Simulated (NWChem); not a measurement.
**One shape, several levels: ZrCNOF3 (SMILES O=C=[N][Zr]([F])([F])[F])**

Aim: a comparison of 3 runs (HF/STO-3G, HF/3-21G, PBE/def2-SVP) of ZrCNOF3. 

The results are computed with NWChem 7.3.0.

## (1) The structure to begin with

The species is ZrCNOF3 (7 atoms), meant as a singlet with charge 0. As SMILES, `O=C=[N][Zr]([F])([F])[F]`. The coordinates come from a PBE0-D4/def2-TZVP relaxation.

Bond lengths: O1–C2 1.161 Å, C2–N3 1.204 Å, N3–Zr4 2.026 Å, Zr4–F5 1.892 Å, Zr4–F6 1.892 Å, Zr4–F7 1.892 Å. Angles: O1–C2–N3 180.0°, C2–N3–Zr4 179.9°, N3–Zr4–F5 109.7°, N3–Zr4–F6 109.7°, N3–Zr4–F7 109.7°, F5–Zr4–F6 109.2°, F5–Zr4–F7 109.2°, F6–Zr4–F7 109.2°.

## (2) Energy and forces at HF/STO-3G (run 1)

nw.nw

```
start nw
title "CF3NOZr"
memory stack 880 mb heap 220 mb global 1100 mb
geometry noautosym nocenter noautoz
O       -1.434900      -2.809300       0.920900
C       -0.928000      -1.817000       0.595100
N       -0.402200      -0.787600       0.257000
Zr       0.482400       0.944500      -0.309500
F        2.359800       0.713300      -0.365300
F       -0.135900       1.444600      -2.026700
F        0.058800       2.311500       0.928600
end
basis spherical bse
* library STO-3G
end
scf
thresh 1e-08
maxiter 80
end
task scf gradient
```

The run is started by

```sh
$ nwchem nw.nw > nw.out
```

The program printed:

```text
[...]
  functions       =    57
[...]
  wavefunction    = RHF
[...]
         Total SCF energy =  -3962.675222693735
      One-electron energy =  -6737.514862423788
      Two-electron energy =   2154.508631679696
 Nuclear repulsion energy =    620.331008050358
        Time for solution =     14.8s
[...]
                         RHF ENERGY GRADIENTS
    atom               coordinates                        gradient
                 x          y          z           x          y          z
   1 O      -2.711568  -5.308807   1.740249    0.031584   0.061836  -0.020306
   2 C      -1.753666  -3.433632   1.124576   -0.021054  -0.041225   0.013546
   3 N      -0.760048  -1.488348   0.485660   -0.012930  -0.025309   0.008295
   4 Zr      0.911604   1.784846  -0.584870   -0.006194  -0.012084   0.003972
   5 F       4.459375   1.347942  -0.690317    0.022833  -0.004097  -0.000302
   6 F      -0.256814   2.729898  -3.829908   -0.008337   0.005036  -0.021048
   7 F       0.111116   4.368102   1.754800   -0.005903   0.015843   0.015842
[...]
```

Wall time 21 s (1 thread of Intel Xeon Platinum 8259CL at 2.50GHz (Skylake/Cascade Lake), shared host); peak memory 0.1 GiB.

## (3) Energy and gradient at HF/3-21G (run 2)

job.nw

```
start job
memory stack 880 mb heap 220 mb global 1100 mb
charge 0

geometry units angstroms noautosym nocenter noautoz
O    -1.434900   -2.809300    0.920900
C    -0.928000   -1.817000    0.595100
N    -0.402200   -0.787600    0.257000
Zr    0.482400    0.944500   -0.309500
F     2.359800    0.713300   -0.365300
F    -0.135900    1.444600   -2.026700
F     0.058800    2.311500    0.928600
end

basis spherical bse
* library 3-21G
end

scf
thresh 1e-08
maxiter 80
end

task scf gradient
```

The run is started by

```sh
$ nwchem job.nw > job.out
```

The program printed:

```text
[...]
  functions       =    90
[...]
  wavefunction    = RHF
[...]
         Total SCF energy =  -3985.359251446281
      One-electron energy =  -6744.264412696103
      Two-electron energy =   2138.574153199464
 Nuclear repulsion energy =    620.331008050358
        Time for solution =     17.0s
[...]
                         RHF ENERGY GRADIENTS
    atom               coordinates                        gradient
                 x          y          z           x          y          z
   1 O      -2.711568  -5.308807   1.740249    0.002431   0.004765  -0.001572
   2 C      -1.753666  -3.433632   1.124576   -0.012763  -0.025000   0.008243
   3 N      -0.760048  -1.488348   0.485660    0.005428   0.010629  -0.003540
   4 Zr      0.911604   1.784846  -0.584870   -0.000927  -0.001777   0.000611
   5 F       4.459375   1.347942  -0.690317    0.014123  -0.002115  -0.000310
   6 F      -0.256814   2.729898  -3.829908   -0.004889   0.003456  -0.012963
   7 F       0.111116   4.368102   1.754800   -0.003402   0.010042   0.009531
[...]
```

Run time: 25 s. Hardware: 1 thread of Intel Xeon Platinum 8259CL at 2.50GHz (Skylake/Cascade Lake), shared host; peak memory 0.1 GiB.

## (4) Energy and forces at PBE/def2-SVP (core potential) (run 3)

job.nw

```
echo
start job
memory total 2200 mb
geometry noautosym nocenter noautoz
  O       -1.434900      -2.809300       0.920900
  C       -0.928000      -1.817000       0.595100
  N       -0.402200      -0.787600       0.257000
  Zr       0.482400       0.944500      -0.309500
  F        2.359800       0.713300      -0.365300
  F       -0.135900       1.444600      -2.026700
  F        0.058800       2.311500       0.928600
end
basis spherical bse
  * library def2-SVP
end
ecp bse
  Zr library def2-SVP
end
dft
  xc xpbe96 cpbe96
  mult 1
  grid fine
  convergence energy 1e-08
  maxiter 100
  mulliken
  print medium
end
task dft gradient
```

The run is started by

```sh
$ nwchem job.nw > job.out
```

The program printed:

```text
[...]
          Wavefunction type:  closed shell.
          No. of atoms     :     7
          No. of electrons :    60
[...]
          Charge           :     0
          Spin multiplicity:     1
[...]
          AO basis - number of functions:   115
[...]
              XC Information
              --------------
          PerdewBurkeErnzerhof Exchange Functional  1.000
            Perdew 1991 LDA Correlation Functional  1.000 local
           PerdewBurkeErnz. Correlation Functional  1.000 non-local
[...]
 d= 0,ls=0.0,diis     1   -513.7966879465 -8.17D+02  3.82D-02  2.99D+00     4.1
[...]
 d= 0,ls=0.0,diis    13   -514.1961060968 -1.89D-09  2.18D-07  2.03D-09    42.5
         Total DFT energy =     -514.196106096840
      One electron energy =    -1329.104744104829
           Coulomb energy =      569.514082171418
    Exchange-Corr. energy =      -57.813846532028
 Nuclear repulsion energy =      303.208402368599
[...]
  wavefunction    = closed shell
                         DFT ENERGY GRADIENTS
    atom               coordinates                        gradient
                 x          y          z           x          y          z
   1 O      -2.711568  -5.308807   1.740249    0.016440   0.032190  -0.010571
   2 C      -1.753666  -3.433632   1.124576   -0.000572  -0.001129   0.000382
   3 N      -0.760048  -1.488348   0.485660   -0.012836  -0.025126   0.008244
   4 Zr      0.911604   1.784846  -0.584870    0.001054   0.002097  -0.000664
   5 F       4.459375   1.347942  -0.690317   -0.009576   0.001317   0.000244
   6 F      -0.256814   2.729898  -3.829908    0.003244  -0.002439   0.008783
   7 F       0.111116   4.368102   1.754800    0.002247  -0.006909  -0.006417
[...]
```

It took 58 s on 1 thread of Intel Xeon Platinum 8259CL at 2.50GHz (Skylake/Cascade Lake), shared host; peak memory 0.14 GiB.

## (5) Overview of the runs

| run | level | iteration cap | module | energy (Eh) | dipole moment (D) | HOMO energy (eV) | LUMO energy (eV) | wall time |
| --- | --- | --- | --- | --- | --- | --- | --- | --- |
| 1 | HF/STO-3G | 80 | scf | -3962.675223 | 1.41 | -8.62 | 6.23 | 21 s |
| 2 | HF/3-21G | 80 | scf | -3985.359251 | 0.45 | -12.37 | 1.27 | 25 s |
| 3 | PBE/def2-SVP (core potential) | 100 | dft | -514.196106 | 0.30 | -7.78 | -2.45 | 58 s |

## (6) Outcome

| quantity | value |
| --- | --- |
| run 3: total energy | -514.19611 Eh |
| run 3: dipole moment | 0.30 D |
| run 3: HOMO energy | -7.78 eV |
| run 3: LUMO energy | -2.45 eV |
| run 3: HOMO–LUMO gap | 5.33 eV |
| run 3: largest force on an atom | 1.937 eV/Å |

**Reading.** The dipole moment (its size) runs from 0.30 D (PBE/def2-SVP) to 1.41 D (HF/STO-3G). The two ends differ in method and basis and core potential. The HOMO–LUMO gap runs from 5.33 eV (PBE/def2-SVP) to 14.85 eV (HF/STO-3G). Some runs of one species differ in core potentials or relativity; totals across that change don't compare. In run 1 the basis is minimal, so the values are rough. In runs 1, 2 relativity is left out where basis or elements ask for it. All runs together took 1.7 min, the longest 58 s.
